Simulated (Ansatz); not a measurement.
This script makes a ladder of basis sets of ClFHIn, SMILES [F][InH][Cl] with the Ansatz DFT code, driven from Python.

`basis_clfhin.py`
```python
"""How the energy of ClFHIn converges with the basis."""

import ansatz as az

system = (
    az.Crystal.molecule()
    .atom("F", (-1.4101, -0.0698, 0.9743))
    .atom("In", (-0.2014, -0.1303, -0.4897))
    .atom("Cl", (1.7682, -1.3493, 0.6735))
    .atom("H", (-0.1012, 1.489, -1.1784))
)

calc = system.calculation().functional("hf").accuracy("medium")

energies = {}
for basis in ["def2-SVP", "def2-SVPD", "def2-TZVP", "def2-TZVPP"]:
    r = calc.basis(gaussian=basis).run().report
    size = r["n_frozen"] + r["n_occupied"][0] + r["n_virtual"][0]
    energies[basis] = (r["reference_energy_ev"] / 27.211386246, r["free_energy_ev"] / 27.211386246)
    print(f"{basis:14s} {size:4d} orbitals  reference {energies[basis][0]:14.6f} Ha  total {energies[basis][1]:14.6f} Ha")

last = energies["def2-TZVPP"][1]
for basis, (_, total) in energies.items():
    print(f"{basis:14s} lies {27.211386 * (total - last):9.4f} eV above def2-TZVPP")
```

How far does the total energy move along this ladder of basis sets?

Against def2-SVP: def2-SVPD -21.9 mHa, def2-TZVP -297.6 mHa and def2-TZVPP -297.8 mHa. The last step alone is -0.22 mHa (these two sets differ little on atoms other than hydrogen).

The run itself:

```console
$ python basis_clfhin.py
def2-SVP         63 orbitals  reference    -748.530427 Ha  total    -748.530427 Ha
def2-SVPD        90 orbitals  reference    -748.552313 Ha  total    -748.552313 Ha
def2-TZVP       124 orbitals  reference    -748.828045 Ha  total    -748.828045 Ha
def2-TZVPP      137 orbitals  reference    -748.828261 Ha  total    -748.828261 Ha
def2-SVP       lies    8.1045 eV above def2-TZVPP
def2-SVPD      lies    7.5089 eV above def2-TZVPP
def2-TZVP      lies    0.0059 eV above def2-TZVPP
def2-TZVPP     lies    0.0000 eV above def2-TZVPP
```

Reading the output:
- The settings weren't tested for convergence.
- The geometry is a force-field or estimated start, not a minimum of this method, and the last set is no limit. Much of the fall in a total is atomic energy, which cancels in bond and reaction energies.
- def2 sets replace the cores of elements past krypton by effective core potentials.
- Wall time of the script: 3.7 s on 1 thread of Arm Neoverse V2, on a shared host, peak memory 0.27 GiB.
